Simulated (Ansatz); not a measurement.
# Rhenium, bcc under r²SCAN: structure, energy and stiffness

What does r²SCAN give for rhenium in the bcc structure? We relax it, solve it on a dense k-mesh, switch on spin-orbit coupling, then scale the cell to 7 volumes from 88 to 112 % of the relaxed one and try a fit of the equation of state. The k-meshes are 14×14×14 for the relaxation; 23×23×23 for the dense run; 14×14×14 for spin-orbit coupling; 16×16×16 for the volumes.

This is Re in the bcc structure; at room conditions it is hcp.

Computed with Ansatz 0.2.0 (DFT r2SCAN, plane waves (500 eV) with PAW, scalar-relativistic; PBE-made PAW files, unless a step says otherwise).

## Step 1: Starting point

The structure is cubic, space group Im-3m (No. 229). Conventional cell: a = 3.087 Å, b = 3.087 Å, c = 3.087 Å, α = 90.00°, β = 90.00°, γ = 90.00°. Re (site symmetry m-3m) has 8 Re at 2.67 Å as nearest neighbours.

Coordinates:

```
CELL_PARAMETERS angstrom
-1.54368 1.54368 1.54368
1.54368 -1.54368 1.54368
1.54368 1.54368 -1.54368
ATOMIC_POSITIONS crystal
Re 0.00000 0.00000 0.00000
```

## Step 2: Geometry optimisation

input.yaml reads:

```yaml
crystal:
  lattice:
    - [-1.5436774558, 1.5436774558, 1.5436774558]
    - [1.5436774558, -1.5436774558, 1.5436774558]
    - [1.5436774558, 1.5436774558, -1.5436774558]
  atoms:
    - { symbol: Re, position: [0.0, 0.0, 0.0] }
hamiltonian:
  xc: r2scan
  pseudopotentials:
    kind: paw
    azcp:
      Re: "pseudopotentials/Re.paw.azcp"
basis:
  ecutwfc: 500
  fft_grid_basis: typed
kpoints:
  mp_grid: { grid: [14, 14, 14], shift: [0, 0, 0] }
magnetization:
  spin_polarized: false
scf:
  occupations: { method: fermi_dirac, width: 0.1 }
relax:
  max_steps: 60
  f_tol: 0.01
  cell: {}
```

The run is started by

```bash
$ ansatz run input.yaml --threads 1 --pin off --max-ram 3584MiB --backend cpu --events-out ev --progress --plain --runs-dir out
```

The runs that follow: Dense single point; With spin-orbit coupling; The cell scaled to 88 % of its volume; The cell scaled to 92 % of its volume; The cell scaled to 96 % of its volume; The cell scaled to 100 % of its volume; The cell scaled to 104 % of its volume; The cell scaled to 108 % of its volume; The cell scaled to 112 % of its volume.

Before running it: what results should come out? Wanted: space group; conventional cell; volume; shortest distance; gap on the mesh; relative to hcp; V₀, B₀, B₀′.

As calculated:

| quantity | value |
| --- | --- |
| space group (spins left aside) | Im-3m (No. 229) |
| conventional cell | a = 3.096 Å |
| volume | 14.834 Å³/atom |
| shortest distance | 2.681 Å |
| gap on the mesh | none (levels filled in part) |
| relative to hcp | +267 meV/atom |
| V₀, B₀, B₀′ | 14.841 Å³/atom, 379 GPa, 4.5 |

What this shows: From the guessed start the volume grew by 0.8 % in 5 steps. Against the reference form of rhenium (hcp, computed apart with the same settings) it stands 267 meV/atom higher, so it is far from stable. Levels at the Fermi energy are filled in part, as in a metal. The total energy of the spin-orbit run lies +24.5 eV/atom from the scalar one, but the two kinds of run don't share a zero of energy: only differences within one kind count. The fitted modulus is 379 GPa, among the stiffest elements. Relaxation kept the symmetry; phonons were not checked.
